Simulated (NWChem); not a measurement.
# PH (SMILES [PH]) at UB3LYP/cc-pVTZ

Aim: the electronic atomisation energy of PH at UB3LYP/cc-pVTZ, from 3 runs. 

The calculation is run with NWChem 7.3.0.

19 further runs of the same task are left out: 19 set aside as unsound or not needed. Runs told in other sessions of the task aren't counted.

### 1 The molecule

The species is PH (2 atoms), meant as a triplet with charge 0. As SMILES, `[PH]`. The coordinates come from a PBE0-D4/def2-TZVP relaxation.

Bond lengths: P1–H2 1.428 Å.

### 2 Energy and forces at UB3LYP/cc-pVTZ

Contents of hp.nw:

```
start hp
memory 2200 mb

geometry noautosym nocenter noautoz
  P      0.000000     0.000000    -0.014610
  H      0.000000     0.000000     1.413680
end

basis spherical bse
  * library cc-pVTZ
end

dft
  xc b3lyp
  mult 3
  grid xfine
  convergence energy 1e-08
  maxiter 100
  mulliken
  noprint "final vectors analysis"
end

task dft gradient
```

The run is started by

```bash
nwchem hp.nw > hp.out
```

Standard output:

```text
[...]
          Wavefunction type:  spin polarized.
          No. of atoms     :     2
          No. of electrons :    16
[...]
          Charge           :     0
          Spin multiplicity:     3
[...]
          AO basis - number of functions:    48
[...]
              XC Information
              --------------
                         B3LYP Method XC Potential
                     Hartree-Fock (Exact) Exchange  0.200
                        Slater Exchange Functional  0.800 local
                    Becke 1988 Exchange Functional  0.720 non-local
              Lee-Yang-Parr Correlation Functional  0.810
                  VWN I RPA Correlation Functional  0.190 local
[...]
 d= 0,ls=0.0,diis     1   -341.8926661894 -3.47D+02  4.72D-03  4.95D-02     3.3
[...]
 d= 0,ls=0.0,diis     8   -341.9099275057 -2.09D-09  4.34D-07  1.35D-10    16.6
[...]
         Total DFT energy =     -341.909927505689
      One electron energy =     -483.262730422129
           Coulomb energy =      159.358527379952
    Exchange-Corr. energy =      -23.563180396827
 Nuclear repulsion energy =        5.557455933316
[...]
      <S2> =      2.0061 (Exact =     2.0000)
[...]
  wavefunction    = open shell
                         DFT ENERGY GRADIENTS
    atom               coordinates                        gradient
                 x          y          z           x          y          z
   1 P       0.000000   0.000000  -0.027609    0.000000   0.000000   0.001075
   2 H       0.000000   0.000000   2.671468   -0.000000  -0.000000  -0.001075
[...]
```

It took 23 s on 1 thread of Intel Xeon Platinum 8175M at 2.50GHz (Skylake/Cascade Lake), shared host; peak memory 0.11 GiB.

### 3 The H atom: a single-point energy at UB3LYP/cc-pVTZ

Contents of h.nw:

```
start h
title "H B3LYP"
memory total 2200 mb
charge 0

geometry units angstroms noautosym nocenter noautoz
  H     0.000000    0.000000    0.000000
end

basis spherical bse
  * library cc-pVTZ
end

dft
  xc b3lyp
  mult 2
  grid xfine
  convergence energy 1e-08
  iterations 100
  mulliken
  print low
end

task dft energy
```

Run the same way, it converges to -0.50216 Eh (log not shown).

### 4 The P atom: a single-point energy at UB3LYP/cc-pVTZ

Contents of geom.nw:

```
start geom
title "HP"
memory 2200 mb
geometry units au noautosym nocenter noautoz
  P      0.00000000     0.00000000     0.00000000
end
basis spherical bse
  * library cc-pVTZ
end
dft
  xc b3lyp
  mult 4
  grid xfine
  convergence energy 1e-08
  iterations 100
  mulliken
  print medium
end
task dft
```

Run the same way, it converges to -341.28585 Eh (log not shown).

### 5 Outcome

At UB3LYP/cc-pVTZ:

| quantity | value |
| --- | --- |
| molecule: total energy | -341.90993 Eh |
| molecule: dipole moment | 0.45 D |
| molecule: ⟨S²⟩ | 2.006 |
| molecule: largest force on an atom | 0.055 eV/Å |
| H atom: total energy | -0.50216 Eh |
| H atom: ⟨S²⟩ | 0.750 |
| P atom: total energy | -341.28585 Eh |
| P atom: HOMO energy (highest over α and β) | -7.07 eV |
| P atom: LUMO energy (lowest over α and β) | -3.16 eV |
| P atom: ⟨S²⟩ | 3.750 |
| electronic atomisation energy | 3.318 eV |

In words: Taking the molecule apart into free atoms costs 3.32 eV (320 kJ/mol), before zero-point energy and without spin-orbit coupling.
